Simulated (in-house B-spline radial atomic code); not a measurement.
# Eu⁶⁺: density, ELF and screening along the radius

Aim: the shell structure of Eu⁶⁺ in the radial density, the electron localisation function and the screened nuclear charge, under several settings.

Program: in-house B-spline radial atomic code version 1. Level of theory: several methods, spin-polarised, as named in each step; spherical all-electron atom at the radial basis limit. These are calculated values, not measurements, unless marked.

**1. The system**

| Item | Value |
| --- | --- |
| element | europium (Z = 63) |
| charge | +6 |
| electrons | 57 |
| configuration | [Kr] 4d10 4f5 5s2 5p4 |
| nucleus | point (non-relativistic runs) or finite (X2C runs) |

The outer shells:

[Kr] 4d10 4f5 5s2 5p4
```
[Kr] core
4d [↑↓][↑↓][↑↓][↑↓][↑↓]
4f [↑ ][↑ ][↑ ][↑ ][↑ ][  ][  ]
5s [↑↓]
5p [↑↓][↑ ][↑ ]
```

Where spins are not typed, each open shell is filled with up spins first.

**2. LDA (VWN5), non-rel.**

Settings, as recorded:

```ini
Z = 63
electrons = 57.0
configuration = [Kr] 4d10 4f5 5s2 5p4
hamiltonian = nr
method = lda,vwn
spin_polarised = True
```

Command:

```
$ python run_scf.py task.json out
```

The settings of every run stand in task.json; they run in order.

Results of the run (chosen fields of its result record, rounded):

```text
status: converged
scf [iteration, energy, orbital gradient]:
  - [1, -10370.7634018, 1.14]
  - [2, -10388.6548569, 1.16]
  - [3, -10409.8424389, 0.222]
  - [4, -10410.7255331, 0.0609]
  - [5, -10410.7674201, 0.0168]
  - [6, -10410.771537, 0.00925]
  - [7, -10410.7728983, 0.00045]
  - [8, -10410.7729028, 1.52e-05]
  - [9, -10410.7729028, 9.35e-07]
  - [10, -10410.7729028, 3.94e-08]
energy [hartree]: {"total": -10410.7729028, "kinetic": 10406.4499638, "nuclear": -24528.8686472, "coulomb": 3935.15142455, "xc": -223.505644057}
orbitals [hartree, bohr; first row names the columns]:
  - ["name", "occ", "eps", "<r>", "<r^2>", "<1/r>", "r_max", "density_at_nucleus", "spin_orbit_zeta"]
  - ["1s up", 1.0, -1675.557, 0.024099, 0.0007763, 62.417, 0.015977, 78123.0, "-"]
  - ["1s down", 1.0, -1675.5504, 0.024099, 0.00077629, 62.418, 0.015977, 78123.0, "-"]
  - ["2s up", 1.0, -268.47726, 0.10269, 0.012368, 14.493, 0.087595, 8404.9, "-"]
  - ["2s down", 1.0, -268.4689, 0.10268, 0.012367, 14.494, 0.087595, 8405.3, "-"]
  - ["2p up", 3.0, -255.44773, 0.087089, 0.0092003, 14.523, 0.068168, "-", 13.786]
  - ["2p down", 3.0, -255.43948, 0.087087, 0.0091998, 14.523, 0.068168, "-", 13.787]
  - ["3s up", 1.0, -61.435299, 0.26588, 0.080554, 5.4464, 0.24454, 1762.6, "-"]
  - ["3s down", 1.0, -61.33514, 0.26568, 0.080427, 5.4516, 0.24443, 1766.1, "-"]
  - ["3p up", 3.0, -55.644045, 0.25554, 0.075499, 5.3883, 0.23165, "-", 2.7739]
  - ["3p down", 3.0, -55.551082, 0.25531, 0.075362, 5.3935, 0.23153, "-", 2.7797]
  - ["3d up", 5.0, -44.811644, 0.22712, 0.060539, 5.2868, 0.185, "-", 0.41525]
  - ["3d down", 5.0, -44.74146, 0.22686, 0.060387, 5.2917, 0.18488, "-", 0.41619]
  - ["4s up", 1.0, -14.581641, 0.59783, 0.40287, 2.3344, 0.55771, 419.21, "-"]
  - ["4s down", 1.0, -14.396301, 0.59798, 0.40304, 2.3328, 0.55769, 418.36, "-"]
  - ["4p up", 3.0, -12.330205, 0.61155, 0.42476, 2.2438, 0.56328, "-", 0.61889]
  - ["4p down", 3.0, -12.145438, 0.61174, 0.425, 2.2421, 0.56326, "-", 0.61747]
  - ["4d up", 5.0, -8.3141511, 0.64541, 0.48182, 2.0458, 0.57075, "-", 0.077799]
  - ["4d down", 5.0, -8.1301887, 0.64582, 0.48247, 2.0438, 0.57078, "-", 0.077572]
  - ["4f up", 5.0, -3.4072942, 0.76968, 0.72613, 1.622, 0.56062, "-", 0.0085561]
  - ["5s up", 1.0, -4.2060381, 1.3435, 2.012, 0.98407, 1.2499, 84.693, "-"]
  - ["5s down", 1.0, -4.0625528, 1.3566, 2.0529, 0.97335, 1.2563, 82.495, "-"]
  - ["5p up", 3.0, -3.5115456, 1.4483, 2.3452, 0.90567, 1.335, "-", 0.11348]
  - ["5p down", 1.0, -3.379581, 1.4679, 2.4109, 0.89194, 1.3457, "-", 0.10929]
sum_r [bohr^k]: {"-1": 389.3471, "1": 28.79329, "2": 26.61852}
density_at_nucleus [bohr^-3]: 177589.0
spin_density_at_nucleus [bohr^-3]: -1.075921
mass_velocity [hartree]: -1309.803
darwin [hartree]: 935.8519
radius_at_0.001 [bohr]: 2.914
radius_enclosing_fraction [bohr]: {"0.5": 0.3668, "0.9": 1.143, "0.99": 2.058}
slater [hartree]:
  F0(4f up,4f up): 1.1908
  F2(4f up,4f up): 0.57901
  F4(4f up,4f up): 0.36589
  F6(4f up,4f up): 0.26397
  F0(4f up,5p up): 0.74604
  F2(4f up,5p up): 0.25611
  G2(4f up,5p up): 0.11389
  G4(4f up,5p up): 0.093561
  F0(4f up,5p down): 0.73807
  F2(4f up,5p down): 0.25088
  F0(5p up,5p up): 0.62005
  F2(5p up,5p up): 0.33851
  F0(5p up,5p down): 0.61594
  F2(5p up,5p down): 0.3361
  F0(5p down,5p down): 0.61192
  F2(5p down,5p down): 0.33382
```

Run time: 0.23 s. Hardware: 1 thread, shared host.

radius_at_0.001 is where the density falls to 0.001 electrons per bohr³.

Fields along the radius, from the same record (one point in 2):

```
r (bohr)  4πr²n (1/bohr)        ELF  screened charge r·V (e)  reduced gradient s  4πr²(n↑−n↓)
 0.00377           19.73     0.9988                    61.55              0.4232     -0.00002
 0.00569           35.33     0.9977                    60.83              0.4568    0.0002331
 0.00860           56.16     0.9938                    59.79              0.5105     0.001592
  0.0130           74.92     0.9734                    58.32              0.5928     0.007117
  0.0196           79.67     0.8294                    56.32              0.6879      0.02477
  0.0296           72.48     0.3983                    53.61              0.6262      0.06587
  0.0448           82.03     0.4160                    49.96              0.3095       0.1138
  0.0676           107.0     0.7205                    45.27              0.3346      0.07884
   0.102           94.70     0.5211                    39.66              0.4753      0.01222
   0.154           87.39     0.4374                    33.21              0.2418       0.4239
   0.233           88.05     0.7360                    26.31              0.4148        1.546
   0.352           41.95     0.2316                    19.93              0.4922        4.406
   0.532           47.07     0.7052                    13.81              0.2483        7.125
   0.803           25.20     0.5130                    9.426              0.6585        5.166
    1.21           9.674     0.4021                    7.121              0.5974        3.735
    1.83           3.257     0.6767                    6.151               1.328        1.284
    2.77          0.1795    0.09783                    6.004               5.638      0.06707
    4.18       0.0006986  0.0001057                    6.000               51.35    0.0002344
```

**3. PBE, non-rel.**

The settings differ from step 2 so:

```diff
@@ -4,3 +4,3 @@
 hamiltonian = nr
-method = lda,vwn
+method = pbe,pbe
 spin_polarised = True
```

Main fields:

```text
status: converged
scf [iteration, energy, orbital gradient]:
  - [1, -10377.2494178, 1.14]
  - [2, -10395.5755119, 1.12]
  - [3, -10416.3340049, 0.228]
  - [4, -10417.2319407, 0.065]
  - [5, -10417.2707123, 0.0157]
  - [6, -10417.2750375, 0.00965]
  - [7, -10417.2766008, 0.000352]
  - [8, -10417.2766037, 2.97e-05]
  - [9, -10417.2766038, 1.13e-06]
  - [10, -10417.2766038, 4.58e-08]
energy [hartree]: {"total": -10417.2766038, "kinetic": 10414.3030973, "nuclear": -24537.1475337, "coulomb": 3935.64059149, "xc": -230.072758847}
orbitals [hartree, bohr; first row names the columns]:
  - ["name", "occ", "eps", "<r>"]
  - ["1s up", 1.0, -1677.0344, 0.024083]
  - ["1s down", 1.0, -1677.0284, 0.024083]
  - ["2s up", 1.0, -268.65663, 0.10263]
  - ["2s down", 1.0, -268.65122, 0.10262]
  - ["2p up", 3.0, -255.5175, 0.087065]
  - ["2p down", 3.0, -255.51093, 0.087064]
  - ["3s up", 1.0, -61.477853, 0.26558]
  - ["3s down", 1.0, -61.380125, 0.26534]
  - ["3p up", 3.0, -55.655609, 0.25534]
  - ["3p down", 3.0, -55.565238, 0.25509]
  - ["3d up", 5.0, -44.803856, 0.22703]
  - ["3d down", 5.0, -44.737286, 0.22674]
  - ["4s up", 1.0, -14.611468, 0.59727]
  - ["4s down", 1.0, -14.423274, 0.59739]
  - ["4p up", 3.0, -12.346187, 0.61116]
  - ["4p down", 3.0, -12.157961, 0.61129]
  - ["4d up", 5.0, -8.314739, 0.64524]
  - ["4d down", 5.0, -8.1257915, 0.64545]
  - ["4f up", 5.0, -3.3960633, 0.77026]
  - ["5s up", 1.0, -4.2005534, 1.3441]
  - ["5s down", 1.0, -4.0406799, 1.3578]
  - ["5p up", 3.0, -3.5050779, 1.4492]
  - ["5p down", 1.0, -3.3573515, 1.4703]
sum_r [bohr^k]: {"-1": 389.4785, "1": 28.7936, "2": 26.62746}
```

Wall time 0.13 s (1 thread, shared host).

Fields along the radius, from the same record (one point in 4):

```
r (bohr)  4πr²n (1/bohr)      ELF  screened charge r·V (e)  reduced gradient s  4πr²(n↑−n↓)
 0.00377           19.77   0.9988                    61.55              0.4232     -0.00001
 0.00861           56.30   0.9938                    59.79              0.5108     0.001611
  0.0196           79.70   0.8293                    56.32              0.6884      0.02448
  0.0448           82.04   0.4161                    49.95              0.3090       0.1124
   0.102           94.67   0.5208                    39.66              0.4760      0.01107
   0.233           88.15   0.7367                    26.31              0.4151        1.534
   0.532           47.17   0.7062                    13.81              0.2466        7.120
    1.21           9.659   0.4019                    7.122              0.5932        3.744
    2.77          0.1823  0.09907                    6.004               5.554      0.06723
```

**4. Hartree-Fock, non-rel.**

The settings differ from step 3 so:

```diff
@@ -4,3 +4,3 @@
 hamiltonian = nr
-method = pbe,pbe
+method = hf
 spin_polarised = True
```

Main fields:

```text
status: converged
scf [iteration, energy, orbital gradient]:
  - [1, -10374.6569166, 1.15]
  - [2, -10400.0532469, 0.957]
  - [3, -10413.6102565, 0.232]
  - [4, -10414.6340722, 0.0891]
  - [5, -10414.6970929, 0.0347]
  - [6, -10414.7133399, 0.00409]
  - [7, -10414.7135904, 0.00107]
  - [8, -10414.7136021, 0.00017]
  - [9, -10414.7136024, 1.01e-05]
  - [10, -10414.7136024, 1.12e-06]
  - [11, -10414.7136024, 8.43e-08]
energy [hartree]: {"total": -10414.7136024, "kinetic": 10414.7136115, "nuclear": -24537.7272388, "coulomb": 3934.58633329, "exact_exchange": -226.286308442}
orbitals [hartree, bohr; first row names the columns]:
  - ["name", "occ", "eps", "<r>"]
  - ["1s up", 1.0, -1694.0103, 0.024081]
  - ["1s down", 1.0, -1693.9978, 0.024081]
  - ["2s up", 1.0, -275.67241, 0.10253]
  - ["2s down", 1.0, -275.66065, 0.10252]
  - ["2p up", 3.0, -261.71162, 0.087119]
  - ["2p down", 3.0, -261.69641, 0.087117]
  - ["3s up", 1.0, -64.803512, 0.2646]
  - ["3s down", 1.0, -64.633386, 0.2642]
  - ["3p up", 3.0, -58.566395, 0.25477]
  - ["3p down", 3.0, -58.383307, 0.25431]
  - ["3d up", 5.0, -47.082735, 0.2269]
  - ["3d down", 5.0, -46.906973, 0.22612]
  - ["4s up", 1.0, -16.226548, 0.59539]
  - ["4s down", 1.0, -15.853702, 0.5956]
  - ["4p up", 3.0, -13.729096, 0.61001]
  - ["4p down", 3.0, -13.31318, 0.61128]
  - ["4d up", 5.0, -9.265879, 0.64612]
  - ["4d down", 5.0, -8.7548861, 0.6465]
  - ["4f up", 5.0, -3.9016386, 0.75761]
  - ["5s up", 1.0, -4.6491556, 1.3561]
  - ["5s down", 1.0, -4.2631859, 1.3762]
  - ["5p up", 3.0, -3.774137, 1.4593]
  - ["5p down", 1.0, -3.5599511, 1.49]
sum_r [bohr^k]: {"-1": 389.4877, "1": 28.8035, "2": 26.69341}
```

It took 0.21 s on 1 thread, shared host.

Fields along the radius, from the same record (one point in 4):

```
r (bohr)  4πr²n (1/bohr)      ELF  screened charge r·V (e)  reduced gradient s  4πr²(n↑−n↓)
 0.00378           19.85   0.9988                    61.54              0.4231      0.00010
 0.00865           56.56   0.9937                    59.77              0.5113     0.001878
  0.0197           79.66   0.8258                    56.29              0.6896      0.02444
  0.0451           82.41   0.4210                    49.89              0.3053       0.1098
   0.103           93.95   0.5099                    39.52              0.4766    -0.001795
   0.235           87.52   0.7378                    26.17              0.4232        1.558
   0.538           47.34   0.7158                    13.65              0.2530        7.286
    1.23           9.238   0.4096                    7.071              0.5992        3.606
    2.81          0.1650  0.09933                    6.003               5.822      0.05421
```

**5. r2SCAN, non-rel.**

The settings differ from step 4 so:

```diff
@@ -4,3 +4,3 @@
 hamiltonian = nr
-method = hf
+method = r2scan
 spin_polarised = True
```

Main fields:

```text
status: converged
scf [iteration, energy, orbital gradient]:
  - [1, -10417.766674, 0.12]
  - [2, -10417.7766133, 0.00236]
  - [3, -10417.7766664, 0.000873]
  - [4, -10417.7766686, 0.000474]
  - [5, -10417.7766694, 5.47e-05]
  - [6, -10417.7766695, 8.82e-06]
  - [7, -10417.7766695, 1.58e-06]
  - [8, -10417.7766695, 2.88e-07]
energy [hartree]: {"total": -10417.7766695, "kinetic": 10414.8039709, "nuclear": -24537.1627665, "coulomb": 3935.17838018, "xc": -230.596254016}
orbitals [hartree, bohr; first row names the columns]:
  - ["name", "occ", "eps", "<r>"]
  - ["1s up", 1.0, -1679.4632, 0.024087]
  - ["1s down", 1.0, -1679.4537, 0.024087]
  - ["2s up", 1.0, -269.79791, 0.10261]
  - ["2s down", 1.0, -269.79602, 0.1026]
  - ["2p up", 3.0, -256.44277, 0.087088]
  - ["2p down", 3.0, -256.43587, 0.087087]
  - ["3s up", 1.0, -61.993792, 0.26516]
  - ["3s down", 1.0, -61.871823, 0.26488]
  - ["3p up", 3.0, -56.073523, 0.25512]
  - ["3p down", 3.0, -55.958529, 0.25481]
  - ["3d up", 5.0, -45.068978, 0.22709]
  - ["3d down", 5.0, -44.982561, 0.22673]
  - ["4s up", 1.0, -14.88559, 0.59675]
  - ["4s down", 1.0, -14.644085, 0.59718]
  - ["4p up", 3.0, -12.559185, 0.61097]
  - ["4p down", 3.0, -12.315321, 0.61139]
  - ["4d up", 5.0, -8.4303323, 0.64554]
  - ["4d down", 5.0, -8.1819899, 0.64605]
  - ["4f up", 5.0, -3.4090471, 0.76905]
  - ["5s up", 1.0, -4.2612039, 1.3454]
  - ["5s down", 1.0, -4.0554057, 1.3678]
  - ["5p up", 3.0, -3.5411649, 1.4461]
  - ["5p down", 1.0, -3.3540304, 1.4745]
sum_r [bohr^k]: {"-1": 389.4788, "1": 28.79511, "2": 26.61867}
```

It took 0.19 s on 1 thread, shared host.

Meta-GGA runs start from a PBE run whose iterations are not counted.

Fields along the radius, from the same record (one point in 4):

```
r (bohr)  4πr²n (1/bohr)      ELF  screened charge r·V (e)  reduced gradient s  4πr²(n↑−n↓)
 0.00377           19.77   0.9988                    61.55              0.4230    0.0002204
 0.00861           56.31   0.9938                    59.79              0.5106     0.002228
  0.0197           79.67   0.8255                    56.29              0.6893      0.02548
  0.0449           82.16   0.4178                    49.93              0.3076       0.1142
   0.102           94.62   0.5209                    39.66              0.4770     0.006462
   0.234           87.87   0.7373                    26.25              0.4192        1.557
   0.534           47.29   0.7104                    13.76              0.2483        7.196
    1.22           9.502   0.4116                    7.092              0.5912        3.724
    2.78          0.1698  0.09087                    6.004               5.814      0.05876
```

**6. PBEsol, non-rel.**

The settings differ from step 5 so:

```diff
@@ -4,3 +4,3 @@
 hamiltonian = nr
-method = r2scan
+method = pbesol
 spin_polarised = True
```

Main fields:

```text
status: converged
scf [iteration, energy, orbital gradient]:
  - [1, -10373.916877, 1.14]
  - [2, -10392.0778922, 1.14]
  - [3, -10412.9646509, 0.229]
  - [4, -10413.8579363, 0.0649]
  - [5, -10413.8985743, 0.0162]
  - [6, -10413.9027495, 0.00963]
  - [7, -10413.904259, 0.000398]
  - [8, -10413.9042623, 3e-05]
  - [9, -10413.9042624, 1.21e-06]
  - [10, -10413.9042624, 5.55e-08]
energy [hartree]: {"total": -10413.9042623, "kinetic": 10410.6213921, "nuclear": -24533.1413528, "coulomb": 3935.28148994, "xc": -226.665791622}
orbitals [hartree, bohr; first row names the columns]:
  - ["name", "occ", "eps", "<r>"]
  - ["1s up", 1.0, -1676.3761, 0.024089]
  - ["1s down", 1.0, -1676.3699, 0.024089]
  - ["2s up", 1.0, -268.56878, 0.10265]
  - ["2s down", 1.0, -268.56226, 0.10265]
  - ["2p up", 3.0, -255.46414, 0.087078]
  - ["2p down", 3.0, -255.45689, 0.087077]
  - ["3s up", 1.0, -61.455707, 0.2657]
  - ["3s down", 1.0, -61.356423, 0.26547]
  - ["3p up", 3.0, -55.643733, 0.25543]
  - ["3p down", 3.0, -55.551867, 0.25518]
  - ["3d up", 5.0, -44.800149, 0.22708]
  - ["3d down", 5.0, -44.731956, 0.2268]
  - ["4s up", 1.0, -14.595935, 0.59752]
  - ["4s down", 1.0, -14.408992, 0.59762]
  - ["4p up", 3.0, -12.335769, 0.61137]
  - ["4p down", 3.0, -12.148811, 0.61147]
  - ["4d up", 5.0, -8.3108774, 0.64539]
  - ["4d down", 5.0, -8.1232223, 0.64558]
  - ["4f up", 5.0, -3.3979613, 0.7703]
  - ["5s up", 1.0, -4.2022545, 1.3436]
  - ["5s down", 1.0, -4.0443381, 1.357]
  - ["5p up", 3.0, -3.5069145, 1.4481]
  - ["5p down", 1.0, -3.3608688, 1.4684]
sum_r [bohr^k]: {"-1": 389.4149, "1": 28.79167, "2": 26.61205}
```

Run time: 0.12 s. Hardware: 1 thread, shared host.

Fields along the radius, from the same record (one point in 4):

```
r (bohr)  4πr²n (1/bohr)      ELF  screened charge r·V (e)  reduced gradient s  4πr²(n↑−n↓)
 0.00377           19.75   0.9988                    61.55              0.4232     -0.00002
 0.00860           56.21   0.9938                    59.79              0.5105     0.001583
  0.0196           79.68   0.8294                    56.32              0.6882      0.02457
  0.0448           82.03   0.4160                    49.96              0.3092       0.1128
   0.102           94.68   0.5210                    39.66              0.4757      0.01091
   0.233           88.11   0.7365                    26.31              0.4150        1.536
   0.532           47.12   0.7057                    13.81              0.2473        7.114
    1.21           9.669   0.4021                    7.121              0.5939        3.744
    2.77          0.1790  0.09690                    6.004               5.609      0.06621
```

**7. Results**

| run | total energy (hartree) | highest level (eV) | radius holding 50 / 90 / 99 % (bohr) | radius at n = 0.001 (bohr) | ELF minima on the full grid (bohr) |
| --- | --- | --- | --- | --- | --- |
| LDA (VWN5), non-rel. | -10410.7729 | -91.963 | 0.367 / 1.14 / 2.06 | 2.91 | 0.036, 0.13, 0.35, 0.99 |
| PBE, non-rel. | -10417.2766 | -91.358 | 0.367 / 1.14 / 2.06 | 2.92 | 0.036, 0.13, 0.35, 0.99 |
| Hartree-Fock, non-rel. | -10414.7136 | -96.871 | 0.367 / 1.14 / 2.07 | 2.93 | 0.037, 0.13, 0.36, 1.00 |
| r2SCAN, non-rel. | -10417.7767 | -91.268 | 0.367 / 1.14 / 2.06 | 2.91 | 0.036, 0.13, 0.35, 0.99 |
| PBEsol, non-rel. | -10413.9043 | -91.454 | 0.367 / 1.14 / 2.06 | 2.91 | 0.036, 0.13, 0.35, 0.99 |

**Reading.** In the first run ELF has 4 minima on the grid, which mark the borders between shells. On the record's full grid the screened charge (r times the electrostatic potential) falls from 62.9 near the nucleus to 6.00 at 5.1 bohr; far out it tends to the net charge, 6. The grid is coarse (about 23 % a step), so the places of minima are rough.

Members of this set that are not shown: 1 did not converge; 2 used exact exchange with fractional occupations of an open shell, which is unsound here.
